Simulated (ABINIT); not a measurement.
# ZnRe (P-6m2) in ABINIT: reference runs

Aim: a first look at ZnRe with PBE, on the cell as given and on a disturbed one.

All numbers are computed with ABINIT 10.8.3 (patched build); they aren't measurements. Logs are shortened: lines on timing, memory, paths and dates and some standing lists are left out, and cuts for length are marked. The log counts tension as positive stress, the text compression.

### Step 1. The structure

The structure is hexagonal, space group P-6m2 (No. 187). Conventional cell: a = 2.748 Å, b = 2.748 Å, c = 4.494 Å, α = 90.00°, β = 90.00°, γ = 120.00°. Around Re (site symmetry -6m2) lie 6 Re at 2.75 Å and 6 Zn at 2.75 Å. Zn (site symmetry -6m2) is surrounded by 6 Zn at 2.75 Å and 6 Re at 2.75 Å.

The cell comes from a database or a generator and needn't be the stable form of this composition.

### Step 2. Single point, PBE

File run.abi:

```
# Pseudopotentials
pp_dirpath "./"
pseudos "Re.GGA_PBE-JTH.xml, Zn.GGA_PBE-JTH.xml"

# Structure
structure "poscar:POSCAR"
natom 2

# Plane-wave basis
ecut 598.650497 eV
pawecutdg 44.0
pawxcdev 0

# k points
kptopt 1
ngkpt 11 11 6
nshiftk 1
shiftk 0.0 0.0 0.0

# Exchange and correlation
ixc 11

# Bands and occupations
nband 18
occopt 3
tsmear 0.00183747

# SCF cycle
nstep 100
tolvrs 1.0e-9

# Output
iomode 3
prtwf 0
prtden 0
prteig 0
prtebands 0
enunit 1
```

File POSCAR:

```
ZnRe
1.0
    2.7482183437      0.0000000000      0.0000000000
   -1.3741091718      2.3800269008      0.0000000000
    0.0000000000      0.0000000000      4.4940660000
Re Zn
1 1
Direct
    0.3333333333      0.6666666667      0.5000000000  Re
    0.0000000000      0.0000000000      0.0000000000  Zn
```

Potentials or basis: JTH PAW PBE v2.0.

Launch:

```
$ abinit run.abi > log 2>&1
```

run.abo:

```text
.Version 10.8.3 of ABINIT
 Symmetries : space group P-6 m 2 (#187); Bravais hP (primitive hexag.)
================================================================================
 Values of the parameters that define the memory need of the present run
     intxc =       0    ionmov =       0      iscf =      17    lmnmax =      18
     lnmax =       6     mgfft =      36  mpssoang =       3    mqgrid =    3001
     natom =       2  nloc_mem =       2    nspden =       1   nspinor =       1
    nsppol =       1      nsym =      12    n1xccc =       1    ntypat =       2
    occopt =       3   xclevel =       2
       mpw =        1008          nfft =       20736          nkpt =          64
 PAW method is used; the additional fine FFT grid is defined by:
   mgfftf=        54    nfftf =     55296
================================================================================
================================================================================

--------------------------------------------------------------------------------
------------- Echo of variables that govern the present computation ------------
--------------------------------------------------------------------------------
 -outvars: echo values of preprocessed input variables --------
            acell      1.0000000000E+00  1.0000000000E+00  1.0000000000E+00 Bohr
              amu      1.86207000E+02  6.53900000E+01
             ecut      2.20000000E+01 Hartree
           enunit           1
                       outvar_i_n : Printing only first  50 k-points.
              ixc          11
                       outvar_i_n : Printing only first  50 k-points.
         kptrlatt       11    0    0      0   11    0      0    0    6
          kptrlen      5.09553236E+01
            natom           2
            nband          18
            ngfft          24      24      36
          ngfftdg          32      32      54
             nkpt          64
            nstep         100
             nsym          12
           ntypat           2
                       prtocc : prtvol=0, do not print more k-points.
           occopt           3
        pawecutdg      4.40000000E+01 Hartree
         pawxcdev           0
           prtden           0
        prtebands           0
           prteig           0
            prtwf           0
            rprim      5.1933800038E+00  0.0000000000E+00  0.0000000000E+00
                      -2.5966900018E+00  4.4975990148E+00  0.0000000000E+00
                       0.0000000000E+00  0.0000000000E+00  8.4925539318E+00
          spgroup         187
           tolvrs      1.00000000E-09
           tsmear      1.83747000E-03 Hartree
            typat      1  2
           useylm           1
                       outvars : Printing only first  50 k-points.
           xangst     -1.0407821276E-10  1.5866846006E+00  2.2470330000E+00
                      -1.3741108111E-10  7.9334148512E-11  0.0000000000E+00
            xcart     -1.9667931779E-10  2.9983993434E+00  4.2462769659E+00
                      -2.5966930996E-10  1.4991981312E-10  0.0000000000E+00
             xred      3.3333333330E-01  6.6666666670E-01  5.0000000000E-01
                      -3.3333410106E-11  3.3333299084E-11  0.0000000000E+00
            znucl       75.00000   30.00000

================================================================================

 chkinp: Checking input parameters for consistency.

================================================================================
== DATASET  1 ==================================================================

--- !DatasetInfo
iteration_state: {dtset: 1, }
dimensions: {natom: 2, nkpt: 64, mband: 18, nsppol: 1, nspinor: 1, nspden: 1, mpw: 1008, }
cutoff_energies: {ecut:  22.0, pawecutdg:  44.0, }
electrons: {nelect:   2.70000000E+01, charge:   0.00000000E+00, occopt:   3.00000000E+00, tsmear:   1.83747000E-03, }
meta: {optdriver: 0, ionmov: 0, optcell: 0, iscf: 17, paral_kgb: 0, }
...

 Exchange-correlation functional for the present dataset will be:
  GGA: Perdew-Burke-Ernzerhof functional - ixc=11
  J.P.Perdew, K.Burke, M.Ernzerhof, PRL 77, 3865 (1996)

 Real(R)+Recip(G) space primitive vectors, cartesian coordinates (Bohr,Bohr^-1):
 R(1)=  5.1933800  0.0000000  0.0000000  G(1)=  0.1925528  0.1111704  0.0000000
 R(2)= -2.5966900  4.4975990  0.0000000  G(2)=  0.0000000  0.2223409  0.0000000
 R(3)=  0.0000000  0.0000000  8.4925539  G(3)=  0.0000000  0.0000000  0.1177502
 Unit cell volume ucvol=  1.9836687E+02 bohr^3
 Angles (23,13,12)=  9.00000000E+01  9.00000000E+01  1.20000000E+02 degrees

 Coarse grid specifications (used for wave-functions):

 getcut: wavevector=  0.0000  0.0000  0.0000  ngfft=  24  24  36
         ecut(hartree)=     22.000   => boxcut(ratio)=   2.00765

 Fine grid specifications (used for densities):

 getcut: wavevector=  0.0000  0.0000  0.0000  ngfft=  32  32  54
         ecut(hartree)=     44.000   => boxcut(ratio)=   2.06352
[... 53 lines left out ...]
 ETOT 24  -144.52724781584    -1.933E-12 3.373E-03 1.893E-09
 ETOT 25  -144.52724781585    -2.132E-12 2.539E-03 2.653E-09
 ETOT 26  -144.52724781584     9.095E-12 2.165E-03 1.202E-11

 At SCF step   26       nres2   =  1.20E-11 < tolvrs=  1.00E-09 =>converged.

 Cartesian components of stress tensor (hartree/bohr^3)
  sigma(1 1)=  6.64217768E-05  sigma(3 2)=  0.00000000E+00
  sigma(2 2)=  6.64217765E-05  sigma(3 1)=  0.00000000E+00
  sigma(3 3)=  7.56717888E-05  sigma(2 1)= -8.15968993E-13

--- !ResultsGS
iteration_state: {dtset: 1, }
comment   : Summary of ground state results
lattice_vectors:
- [  5.1933800,   0.0000000,   0.0000000, ]
- [ -2.5966900,   4.4975990,   0.0000000, ]
- [  0.0000000,   0.0000000,   8.4925539, ]
lattice_lengths: [   5.19338,    5.19338,    8.49255, ]
lattice_angles: [ 90.000,  90.000, 120.000, ] # degrees, (23, 13, 12)
lattice_volume:   1.9836687E+02
convergence: {deltae:  9.095E-12, res2:  1.202E-11, residm:  2.165E-03, diffor: null, }
etotal    :  -1.44527248E+02
entropy   :   0.00000000E+00
fermie    :   3.89406099E-01
cartesian_stress_tensor: # hartree/bohr^3
- [  6.64217768E-05,  -8.15968993E-13,   0.00000000E+00, ]
- [ -8.15968993E-13,   6.64217765E-05,   0.00000000E+00, ]
- [  0.00000000E+00,   0.00000000E+00,   7.56717888E-05, ]
pressure_GPa:  -2.0449E+00
xred      :
- [  3.3333E-01,   6.6667E-01,   5.0000E-01, Re]
- [ -3.3333E-11,   3.3333E-11,   0.0000E+00, Zn]
cartesian_forces: # hartree/bohr
- [ -0.00000000E+00,   2.69408266E-28,  -0.00000000E+00, ]
- [ -0.00000000E+00,  -2.69408266E-28,  -0.00000000E+00, ]
force_length_stats: {min:   2.69408266E-28, max:   2.69408266E-28, mean:   2.69408266E-28, }
...

 Integrated electronic density in atomic spheres:
 ------------------------------------------------
 Atom  Sphere_radius  Integrated_density
    1        2.21458         12.01193048
    2        2.30770         10.87519381

================================================================================

 ----iterations are completed or convergence reached----

 Mean square residual over all n,k,spin=   19.762E-07; max=  21.645E-04
 reduced coordinates (array xred) for    2 atoms
       0.333333333300      0.666666666700      0.500000000000
      -0.000000000033      0.000000000033      0.000000000000
 rms dE/dt=  8.8626E-28; max dE/dt=  2.1541E-27; dE/dt below (all hartree)
    1       0.000000000000     -0.000000000000      0.000000000000
    2       0.000000000000      0.000000000000      0.000000000000

 cartesian coordinates (angstrom) at end:
    1     -0.00000000010408     1.58668460061267     2.24703300000000
    2     -0.00000000013741     0.00000000007933     0.00000000000000

 cartesian forces (hartree/bohr) at end:
    1     -0.00000000000000     0.00000000000000    -0.00000000000000
    2     -0.00000000000000    -0.00000000000000    -0.00000000000000
 frms,max,avg= 1.5554293E-28 2.6940827E-28   0.000E+00  0.000E+00  0.000E+00 h/b

 cartesian forces (eV/Angstrom) at end:
    1     -0.00000000000000     0.00000000000000    -0.00000000000000
    2     -0.00000000000000    -0.00000000000000    -0.00000000000000
 frms,max,avg= 7.9983393E-27 1.3853530E-26   0.000E+00  0.000E+00  0.000E+00 e/A
 length scales=  1.000000000000  1.000000000000  1.000000000000 bohr
              =  0.529177210544  0.529177210544  0.529177210544 angstroms
 Fermi (or HOMO) energy (eV) =  10.59628   Average Vxc (eV)= -12.60546
 Eigenvalues (   eV  ) for nkpt=  64  k points:
 kpt#   1, nband= 18, wtk=  0.00138, kpt=  0.0000  0.0000  0.0000 (reduced coord)
 -69.59598  -31.56575  -30.86521  -30.86521    0.31309    2.67937    3.30136    3.30136
   3.68794    3.68794    5.58398    9.02115    9.37674    9.37674   12.32654   12.32654
  15.32749   24.76896
 prteigrs : prtvol=0 or 1, do not print more k-points.

--- !EnergyTerms
iteration_state     : {dtset: 1, }
comment             : Components of total free energy in Hartree
kinetic             :  2.48984626759501E+01
hartree             :  2.49021582833736E+01
xc                  : -1.41945364899290E+01
Ewald energy        : -1.14246649836623E+02
psp_core            :  7.69154579088920E+00
local_psp           : -8.64801459285405E+01
PAW spherical_terms :  1.29024380623193E+01
internal            : -1.44526727442561E+02
'-kT*entropy'       : -5.18099742653428E-04
total_energy        : -1.44527245542303E+02
total_energy_eV     : -3.93278670151935E+03
...

--- !EnergyTermsDC
iteration_state     : {dtset: 1, }
comment             : '"Double-counting" decomposition of free energy'
band_energy         : -8.39896987325472E+00
Ewald energy        : -1.14246649836623E+02
psp_core            :  7.69154579088920E+00
xc_dc               : -2.62896468907672E+01
PAW spherical_terms : -3.28300890633855E+00
internal            : -1.44526729716095E+02
'-kT*entropy'       : -5.18099742653428E-04
total_energy_dc     : -1.44527247815837E+02
total_energy_dc_eV  : -3.93278676338536E+03
...

--- !EnergyTermsWithPAWCore
iteration_state     : {dtset: 1, }
comment             : 'Components of total free energy, including PAW core contributions'
Total energy        : -1.84886925312856E+04
Total energy DC     : -1.84886925335591E+04
Total energy (eV)   : -5.03102953651997E+05
Total energy DC (eV): -5.03102953713863E+05
...

 Cartesian components of stress tensor (hartree/bohr^3)
  sigma(1 1)=  6.64217768E-05  sigma(3 2)=  0.00000000E+00
  sigma(2 2)=  6.64217765E-05  sigma(3 1)=  0.00000000E+00
  sigma(3 3)=  7.56717888E-05  sigma(2 1)= -8.15968993E-13

-Cartesian components of stress tensor (GPa)         [Pressure= -2.0449E+00 GPa]
- sigma(1 1)=  1.95419614E+00  sigma(3 2)=  0.00000000E+00
- sigma(2 2)=  1.95419613E+00  sigma(3 1)=  0.00000000E+00
- sigma(3 3)=  2.22634089E+00  sigma(2 1)= -2.40066366E-08

== END DATASET(S) ==============================================================
================================================================================

 -outvars: echo values of variables after computation  --------
            acell      1.0000000000E+00  1.0000000000E+00  1.0000000000E+00 Bohr
           etotal     -1.4452724782E+02
            fcart     -0.0000000000E+00  2.6940826571E-28 -0.0000000000E+00
                      -0.0000000000E+00 -2.6940826571E-28 -0.0000000000E+00
            rprim      5.1933800038E+00  0.0000000000E+00  0.0000000000E+00
                      -2.5966900018E+00  4.4975990148E+00  0.0000000000E+00
                       0.0000000000E+00  0.0000000000E+00  8.4925539318E+00
           strten      6.6421776805E-05  6.6421776498E-05  7.5671788795E-05
                       0.0000000000E+00  0.0000000000E+00 -8.1596899254E-13
           xangst     -1.0407821276E-10  1.5866846006E+00  2.2470330000E+00
                      -1.3741108111E-10  7.9334148512E-11  0.0000000000E+00
             xred      3.3333333330E-01  6.6666666670E-01  5.0000000000E-01
                      -3.3333410106E-11  3.3333299084E-11  0.0000000000E+00
 Calculation completed.
```

Run time: 59 s. Hardware: 1 thread of Arm Neoverse V2, shared host; peak memory 0.13 GiB.

What came out:

* Free energy: -3932.7868 eV
* Pressure: -2.0 GPa
* Band gap on the k mesh: none (metal or under the smearing width)
* Valence electrons inside the program's atomic spheres: Re 12.01; Zn 10.88

Levels at points of the mesh, in eV from the Fermi level:
| k point | band 12 | band 13 | band 14 | band 15 | band 16 | band 17 |
| --- | --- | --- | --- | --- | --- | --- |
| (0.00, 0.00, 0.00) | -1.58 | -1.22 | -1.22 | 1.73 | 1.73 | 4.73 |
| (0.00, 0.00, 0.50) | -3.12 | -1.13 | -1.13 | 1.66 | 1.66 | 9.38 |

Spin-orbit coupling is left out, which matters for the levels of Re.

### Step 3. Single point, PBE (atoms moved at random, drawn with an rms of 0.05 Å)

File run.abi:

```
pp_dirpath "./"
pseudos "Re.GGA_PBE-JTH.xml, Zn.GGA_PBE-JTH.xml"

acell 5.1933800003 5.1933800002 8.492553926
rprim
     1.0000000000     0.0000000000     0.0000000000
    -0.5000000000     0.8660254038     0.0000000000
     0.0000000000     0.0000000000     1.0000000000
ntypat 2
znucl 75 30
natom 2
typat 1 2
xred
     0.3227060000     0.6596810000     0.5123110000
     0.0165860000     0.0018920000    -0.0091620000
chkprim 0
chksymtnons 0
tolsym 1.0e-6

ecut 598.650497 eV
pawecutdg 44.0
pawxcdev 0

kptopt 1
ngkpt 11 11 6
nshiftk 1
shiftk 0.0 0.0 0.0

ixc 11

nband 18
occopt 3
tsmear 0.05 eV

nstep 100
tolvrs 1.0e-9

iomode 3
prtwf 0
prtden 0
prteig 0
prtebands 0
```

Potentials or basis: JTH PAW PBE v2.0.

Launch:

```
$ abinit run.abi > log 2>&1
```

run.abo:

```text
.Version 10.8.3 of ABINIT
 Symmetries : space group P1 (#  1); Bravais aP (primitive triclinic)
================================================================================
 Values of the parameters that define the memory need of the present run
     intxc =       0    ionmov =       0      iscf =      17    lmnmax =      18
     lnmax =       6     mgfft =      36  mpssoang =       3    mqgrid =    3001
     natom =       2  nloc_mem =       2    nspden =       1   nspinor =       1
    nsppol =       1      nsym =       1    n1xccc =       1    ntypat =       2
    occopt =       3   xclevel =       2
       mpw =        1008          nfft =       20736          nkpt =         364
 PAW method is used; the additional fine FFT grid is defined by:
   mgfftf=        54    nfftf =     55296
================================================================================
================================================================================

--------------------------------------------------------------------------------
------------- Echo of variables that govern the present computation ------------
--------------------------------------------------------------------------------
 -outvars: echo values of preprocessed input variables --------
            acell      5.1933800003E+00  5.1933800002E+00  8.4925539260E+00 Bohr
              amu      1.86207000E+02  6.53900000E+01
          chkprim           0
      chksymtnons           0
             ecut      2.20000000E+01 Hartree
                       outvar_i_n : Printing only first  50 k-points.
              ixc          11
[... 222 lines left out ...]
internal            : -1.44524963381538E+02
'-kT*entropy'       : -5.09682700821313E-04
total_energy_dc     : -1.44525473064239E+02
total_energy_dc_eV  : -3.93273846993412E+03
...

--- !EnergyTermsWithPAWCore
iteration_state     : {dtset: 1, }
comment             : 'Components of total free energy, including PAW core contributions'
Total energy        : -1.84886907394472E+04
Total energy DC     : -1.84886907588075E+04
Total energy (eV)   : -5.03102904893590E+05
Total energy DC (eV): -5.03102905420411E+05
...

 Cartesian components of stress tensor (hartree/bohr^3)
  sigma(1 1)=  5.17545061E-05  sigma(3 2)=  3.45628739E-06
  sigma(2 2)=  3.64365535E-05  sigma(3 1)=  1.23373317E-05
  sigma(3 3)=  1.39767096E-05  sigma(2 1)=  1.87029443E-05

-Cartesian components of stress tensor (GPa)         [Pressure= -1.0020E+00 GPa]
- sigma(1 1)=  1.52267014E+00  sigma(3 2)=  1.01687486E-01
- sigma(2 2)=  1.07200042E+00  sigma(3 1)=  3.62976831E-01
- sigma(3 3)=  4.11208993E-01  sigma(2 1)=  5.50259620E-01

== END DATASET(S) ==============================================================
================================================================================

 -outvars: echo values of variables after computation  --------
            acell      5.1933800003E+00  5.1933800002E+00  8.4925539260E+00 Bohr
           etotal     -1.4452547306E+02
            fcart      2.2288018791E-03  6.3862592983E-04 -1.8068655259E-02
                      -2.2288018791E-03 -6.3862592983E-04  1.8068655259E-02
            rprim      1.0000000000E+00  0.0000000000E+00  0.0000000000E+00
                      -5.0000000000E-01  8.6602540380E-01  0.0000000000E+00
                       0.0000000000E+00  0.0000000000E+00  1.0000000000E+00
           strten      5.1754506145E-05  3.6436553526E-05  1.3976709591E-05
                       3.4562873893E-06  1.2337331712E-05  1.8702944320E-05
           xangst     -1.9607163743E-02  1.5700585249E+00  2.3023594450E+00
                       4.2982134867E-02  4.5030108933E-03 -4.1174632664E-02
             xred      3.2270600000E-01  6.5968100000E-01  5.1231100000E-01
                       1.6586000000E-02  1.8920000000E-03 -9.1620000000E-03
 Calculation completed.
```

It took 3.4 min on 1 thread of Arm Neoverse V2, shared host; peak memory 0.29 GiB.

Results:

| Property | Result |
| --- | --- |
| Free energy | -3932.7385 eV |
| Pressure | -1.0 GPa |
| Largest force | 0.937 eV/Å |
| Band gap on the k mesh | none (metal or under the smearing width) |
| Valence electrons inside the program's atomic spheres | Re 12.01; Zn 10.88 |

Forces in eV/Å, atoms in the order of the input:
```
Re   0.115  0.033 -0.929
Zn  -0.115 -0.033  0.929
```

Levels at points of the mesh, in eV from the Fermi level:
```tsv
k point	band 10	band 11	band 12	band 13	band 14	band 15	band 16	band 17
(0.00, 0.00, 0.00)	-6.91	-5.01	-1.54	-1.22	-1.21	1.73	1.74	4.70
(0.00, 0.00, 0.50)	-6.93	-6.93	-3.10	-1.14	-1.13	1.64	1.69	9.29
```

Spin-orbit coupling is left out, which matters for the levels of Re.
